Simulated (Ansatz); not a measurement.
MnPt2 in Ansatz: the effect of functional

The system is MnPt2.

```
CELL_PARAMETERS angstrom
2.81977 0.00000 0.00000
-1.40989 2.44199 0.00000
0.00000 0.00000 6.44422
ATOMIC_POSITIONS crystal
Pt 0.66667 0.33333 0.31621
Pt 0.33333 0.66667 0.68379
Mn 0.00000 0.00000 0.00000
```

The cell comes from a database or a generator and needn't be the stable form of this composition.

The cell isn't the ideal one: volume scaled by 0.96.

Alike in all runs:

```yaml
Program: Ansatz 0.2.0
Task: single point
Potentials_or_basis: Ansatz PAW
k_mesh: 11 × 11 × 4
Occupations: fermi-dirac, width 0.05 eV
Spin: collinear spin, ferromagnetic start
Starting_moments: "[0.0, 0.0, 4.0] μB"
```

Q: One run gave: pressure -2.3 GPa; moment 4.29 μB; largest force 0.10 eV/Å. Which functional did it use?
A. r2SCAN
B. LDA
C. PBEsol

A: C.

```csv
functional,cutoff,pressure (GPa),moment (μB),largest force (eV/Å)
LDA,420 eV (not typed: the program's choice for these potentials),-9.6,4.03,0.01
PBEsol,420 eV (not typed: the program's choice for these potentials),-2.3,4.29,0.10
r2SCAN,500 eV (not typed: the program's choice for these potentials),6.4,4.79,0.14
```

Caveats: the PAW data sets come from PBE, with cores solved anew for the run's functional, which leaves a small shift of forces and pressure; the magnetic or orbital state may not be the lowest (some runs).
